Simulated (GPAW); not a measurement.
# SiF (Pm-3m) in GPAW: single point with PBE

Aim: the single point of SiF with PBE.

Program: GPAW 26.7.0. These are calculated values, not measurements. Logs are shortened: lines on timing, memory, paths and dates and some standing lists are left out, and cuts for length are marked. The log counts tension as positive stress, the text compression.

### 1 Starting point

Symmetry: Pm-3m, No. 221, cubic system. Conventional cell: a = 3.029 Å, b = 3.029 Å, c = 3.029 Å, α = 90.00°, β = 90.00°, γ = 90.00°. Si (site symmetry m-3m) is surrounded by 8 F at 2.62 Å. Around F (site symmetry m-3m) lie 8 Si at 2.62 Å.

The cell was built by a generator and needn't be a form met in nature.

### 2 Single point, PBE

run.py

```python
from ase.io import read
from gpaw import PW
from gpaw.dft import DFT

atoms = read('POSCAR')

dft = DFT(atoms,
          mode=PW(800),
          xc='PBE',
          kpts={'size': (9, 9, 9), 'gamma': True},
          occupations={'name': 'fermi-dirac', 'width': 0.05},
          nbands=13,
          convergence={'density': 1e-05, 'energy': 1e-05},
          maxiter=150,
          txt='gpaw.txt')
print(f'Energy: {dft.calculate_energy():.6f} eV')
print('Forces (eV/A):')
print(dft.calculate_forces().round(4))
print('Stress (eV/A^3):', dft.calculate_stress().round(6))
dft.write_gpw_file('gs.gpw')
```

POSCAR

```
SiF
1.0
    3.0286000000      0.0000000000      0.0000000000
    0.0000000000      3.0286000000      0.0000000000
    0.0000000000      0.0000000000      3.0286000000
Si F
1 1
Direct
    0.5000000000      0.5000000000      0.5000000000
    0.0000000000      0.0000000000      0.0000000000
```

Potentials or basis: GPAW PAW data sets (gpaw-data 1.2.1), pw.

Run with:

```bash
OMP_NUM_THREADS=1 python run.py
```

gpaw.txt:

```text
Diagonalizing LCAO Hamiltonian
Converting LCAO to pw mode
   .------.
  /|      |
 * |      |
 | | Si   |
 | .------.
 |/      /
 F------*

Atoms  # Å, Bohr magnetons
|   | symbol |        x |        y |        z |    initial magnetic moments |
|---|--------|----------|----------|----------|-----------------------------|
| 0 |     Si | 1.514300 | 1.514300 | 1.514300 | ( 0.0000,  0.0000,  0.0000) |
| 1 |      F | 0.000000 | 0.000000 | 0.000000 | ( 0.0000,  0.0000,  0.0000) |

Unit cell  # Å
| periodic |        x |        y |        z |  lengths |    angles |
|----------|----------|----------|----------|----------|-----------|
|      yes | 3.028600 | 0.000000 | 0.000000 | 3.028600 | 90.000000 |
|      yes | 0.000000 | 3.028600 | 0.000000 | 3.028600 | 90.000000 |
|      yes | 0.000000 | 0.000000 | 3.028600 | 3.028600 | 90.000000 |

Number of symmetries: 48
Symmetry operations  # r_c * U_cc + t_c -> r_c
|    | kind |            matrix            |
|----|------|------------------------------|
|  0 |  E   |  1, 0, 0,  0, 1, 0,  0, 0, 1 |
|  1 |  σ   |  1, 0, 0,  0, 1, 0,  0, 0,-1 |
|  2 |  σ   |  1, 0, 0,  0, 0, 1,  0, 1, 0 |
|  3 |  C4  |  1, 0, 0,  0, 0, 1,  0,-1, 0 |
|  4 |  C4  |  1, 0, 0,  0, 0,-1,  0, 1, 0 |
|  5 |  σ   |  1, 0, 0,  0, 0,-1,  0,-1, 0 |
|  6 |  σ   |  1, 0, 0,  0,-1, 0,  0, 0, 1 |
|  7 |  C2  |  1, 0, 0,  0,-1, 0,  0, 0,-1 |
|  8 |  σ   |  0, 1, 0,  1, 0, 0,  0, 0, 1 |
|  9 |  C2  |  0, 1, 0,  1, 0, 0,  0, 0,-1 |
| 10 |  C3  |  0, 1, 0,  0, 0, 1,  1, 0, 0 |
| 11 |  S6  |  0, 1, 0,  0, 0, 1, -1, 0, 0 |
| 12 |  S6  |  0, 1, 0,  0, 0,-1,  1, 0, 0 |
| 13 |  C3  |  0, 1, 0,  0, 0,-1, -1, 0, 0 |
| 14 |  C4  |  0, 1, 0, -1, 0, 0,  0, 0, 1 |
| 15 |  S4  |  0, 1, 0, -1, 0, 0,  0, 0,-1 |
| 16 |  C3  |  0, 0, 1,  1, 0, 0,  0, 1, 0 |
| 17 |  S6  |  0, 0, 1,  1, 0, 0,  0,-1, 0 |
| 18 |  σ   |  0, 0, 1,  0, 1, 0,  1, 0, 0 |
| 19 |  C4  |  0, 0, 1,  0, 1, 0, -1, 0, 0 |
| 20 |  C2  |  0, 0, 1,  0,-1, 0,  1, 0, 0 |
| 21 |  S4  |  0, 0, 1,  0,-1, 0, -1, 0, 0 |
| 22 |  S6  |  0, 0, 1, -1, 0, 0,  0, 1, 0 |
| 23 |  C3  |  0, 0, 1, -1, 0, 0,  0,-1, 0 |
| 24 |  S6  |  0, 0,-1,  1, 0, 0,  0, 1, 0 |
| 25 |  C3  |  0, 0,-1,  1, 0, 0,  0,-1, 0 |
| 26 |  C4  |  0, 0,-1,  0, 1, 0,  1, 0, 0 |
| 27 |  σ   |  0, 0,-1,  0, 1, 0, -1, 0, 0 |
| 28 |  S4  |  0, 0,-1,  0,-1, 0,  1, 0, 0 |
| 29 |  C2  |  0, 0,-1,  0,-1, 0, -1, 0, 0 |
| 30 |  C3  |  0, 0,-1, -1, 0, 0,  0, 1, 0 |
| 31 |  S6  |  0, 0,-1, -1, 0, 0,  0,-1, 0 |
| 32 |  C4  |  0,-1, 0,  1, 0, 0,  0, 0, 1 |
| 33 |  S4  |  0,-1, 0,  1, 0, 0,  0, 0,-1 |
| 34 |  S6  |  0,-1, 0,  0, 0, 1,  1, 0, 0 |
| 35 |  C3  |  0,-1, 0,  0, 0, 1, -1, 0, 0 |
| 36 |  C3  |  0,-1, 0,  0, 0,-1,  1, 0, 0 |
| 37 |  S6  |  0,-1, 0,  0, 0,-1, -1, 0, 0 |
| 38 |  σ   |  0,-1, 0, -1, 0, 0,  0, 0, 1 |
| 39 |  C2  |  0,-1, 0, -1, 0, 0,  0, 0,-1 |
| 40 |  σ   | -1, 0, 0,  0, 1, 0,  0, 0, 1 |
| 41 |  C2  | -1, 0, 0,  0, 1, 0,  0, 0,-1 |
| 42 |  C2  | -1, 0, 0,  0, 0, 1,  0, 1, 0 |
| 43 |  S4  | -1, 0, 0,  0, 0, 1,  0,-1, 0 |
| 44 |  S4  | -1, 0, 0,  0, 0,-1,  0, 1, 0 |
| 45 |  C2  | -1, 0, 0,  0, 0,-1,  0,-1, 0 |
| 46 |  C2  | -1, 0, 0,  0,-1, 0,  0, 0, 1 |
| 47 |  i   | -1, 0, 0,  0,-1, 0,  0, 0,-1 |

BZ-sampling:
  Number of BZ points: 729
  Number of IBZ points: 35

  Monkhorst-Pack size: [9, 9, 9]
  Monkhorst-Pack shift: [0, 0, 0]

K-points  # in reciprocal-cell coordinates
|     |                                coordinates |     weight |
|-----|--------------------------------------------|------------|
|   0 | (  0.00000000,   0.00000000,   0.00000000) | 0.00137174 |
|   1 | (  0.11111111,   0.00000000,   0.00000000) | 0.00823045 |
|   2 | (  0.11111111,   0.11111111,   0.00000000) | 0.01646091 |
|   3 | (  0.11111111,   0.11111111,   0.11111111) | 0.01097394 |
|   4 | (  0.22222222,   0.00000000,   0.00000000) | 0.00823045 |
|   5 | (  0.22222222,   0.11111111,   0.00000000) | 0.03292181 |
|   6 | (  0.22222222,   0.11111111,   0.11111111) | 0.03292181 |
|   7 | (  0.22222222,   0.22222222,   0.00000000) | 0.01646091 |
|   8 | (  0.22222222,   0.22222222,   0.11111111) | 0.03292181 |
|   9 | (  0.22222222,   0.22222222,   0.22222222) | 0.01097394 |
| ... |                                            |            |
|  34 | (  0.44444444,   0.44444444,   0.44444444) | 0.01097394 |

Plane wave coefficients: 1439
Cutoff: 800.0 eV

Spin-components: 1 (collinear spins)
Bands:           13
Projectors:      10
Spin-degeneracy: 2
Datatype:        complex128

Parallelization:
  kpt:    1
  domain: 1
  band:   1

Density:
  Valence electrons: 11.0
  Components: 1
  Grid points: [20 20 20]
  Charge: 0.0  # |e|

Potential:
  Grid points: [20 20 20]

species:
  Si:
    name:    Silicon
    Z:       14.0
    valence: 4
    core:    10
    charge:  0.0  # [|e|]
    compensation charges:
      type: gauss
      rc: 0.33  # [Å]
      lmax: 2
    cutoffs:
      filter: 1.86  # [Å]
      core: 2.06  # [Å]
    projectors
    | kind |    occ | energy [eV] | rcut [Å] |
    |------|--------|-------------|----------|
    |   3s |  2.000 |     -10.812 |    1.058 |
    |   3p |  2.000 |      -4.081 |    1.058 |
    |    s |        |      16.399 |    1.058 |
    |    p |        |      23.130 |    1.058 |
    |    d |        |       0.000 |    1.058 |

    Using partial waves for Si as LCAO basis

  F:
    name:    Fluorine
    Z:       9.0
    valence: 7
    core:    2
    charge:  0.0  # [|e|]
    compensation charges:
      type: gauss
      rc: 0.20  # [Å]
      lmax: 2
    cutoffs:
      filter: 1.14  # [Å]
      core: 0.74  # [Å]
    projectors
    | kind |    occ | energy [eV] | rcut [Å] |
    |------|--------|-------------|----------|
    |   2s |  2.000 |     -29.898 |    0.635 |
    |   2p |  5.000 |     -11.110 |    0.635 |
    |    s |        |      -2.687 |    0.635 |
    |    p |        |      16.102 |    0.635 |
    |    d |        |       0.000 |    0.635 |

    Using partial waves for F as LCAO basis

Reference energy: -10600.425035  # eV

eigensolver:
  PPCG
  Converge bands: occupied
  niter=2

density mixing:
  MSR1-Mixer
  Pratt-step length: 0.05
  Maximum mixing coefficient: 0.75
  Old densities: 10
  SVD Regularization: 0.005
  Good broyden scale: 1.0
  Trust region scale: 1.0
  Backstep threshold: 4.0
  History deletion threshold: 6.0
  Fourier metric: weight=20.0, sigma=0.015

occupation numbers:
  Fermi-Dirac:
    width: 0.0500  # eV

poisson solver:
  ecut: 6400.0  # eV

xc functional:
  name: PBE with 2 nearest neighbor stencil

convergence criteria:
- Maximum integral of absolute [dens]ity change: 1e-05 electrons / valence electron
- Maximum [total energy] change in last 3 cyles: 1e-05 eV / valence electron
- Maximum integral of absolute [eigenst]ate change: 4e-08 eV^2 / valence electron
maximum number of iterations: 150

SCF iterations
|iter     | |      energy | eigst |  dens |
|---------|-|-------------|-------|-------|
|iter:   1| |   -8.379811 | -0.31 |       |
|iter:   2| |   -8.175441 | -2.34 | -1.03 |
|iter:   3| |   -7.730913 | -0.83 | -1.09 |
|iter:   4| |   -7.715712 | -2.25 | -1.65 |
|iter:   5| |   -7.713706 | -3.41 | -1.87 |
|iter:   6| |   -7.713089 | -4.11 | -2.56 |
|iter:   7| |   -7.713172 | -5.09 | -2.94 |
|iter:   8| |   -7.713144c| -6.19 | -3.57 |
|iter:   9| |   -7.713145c| -7.56c| -4.63 |
|iter:  10| |   -7.713145c| -8.64c| -5.09c|
SCF steps: 10
Energy contributions relative to reference atoms: (reference = -10600.425035)

Energy contributions:
  Kinetic:           6.972461
  Coulomb:          -7.229630
  Zero:              0.090121
  External:          0.000000
  Xc:               -7.537239
  Entropy:          -0.017716
  Spinorbit:         0.000000
  ----------------------------
  Free energy:      -7.722003
  Extrapolated:     -7.713145

Forces  # eV/Ang
|        x |        y |        z |
|----------|----------|----------|
|  0.00000 |  0.00000 |  0.00000 |  # Si   0
| -0.00000 | -0.00000 | -0.00000 |  # F    1

Stress tensor  # eV/Ang^3
|        x |        y |        z |
|----------|----------|----------|
| 0.004952 | 0.000000 | 0.000000 |
| 0.000000 | 0.004952 | 0.000000 |
| 0.000000 | 0.000000 | 0.004952 |

Writing to gs.gpw (mode='')

  __  _  _
 | _ |_)|_||  |
 |__||  | ||/\| - 26.7.0

Input parameters:
  mode=PW(ecut=800.0),
  convergence={'density': 1e-05, 'energy': 1e-05},
  kpts=MonkhorstPack(size=(9, 9, 9), gamma=True),
  maxiter=150,
  nbands=13,
  occupations=Occupations(name='fermi-dirac', width=0.05),
  xc=XC(name='PBE')
# Writing to gs.gpw (mode='')
```

Wall time 10 s (1 thread of Arm Neoverse V1, shared host); peak memory 0.15 GiB.

What came out:

- Free energy: -7.7220 eV
- Pressure: -0.8 GPa
- Band gap on the k mesh: none (metal or under the smearing width)

Caveat: an odd number of electrons without spin polarisation forces a metal; a magnetic or distorted state may lie lower.

### 3 For comparison

An earlier run on the cell as given: functional PBE; potentials or basis GPAW PAW data sets (gpaw-data 1.2.1); cutoff 800 eV; basis pw; k mesh 9 × 9 × 9; occupations fermi-dirac, width 0.05 eV; no spin polarisation.

- Pressure: -0.8 GPa
- Band gap on the k mesh: none (metal or under the smearing width)
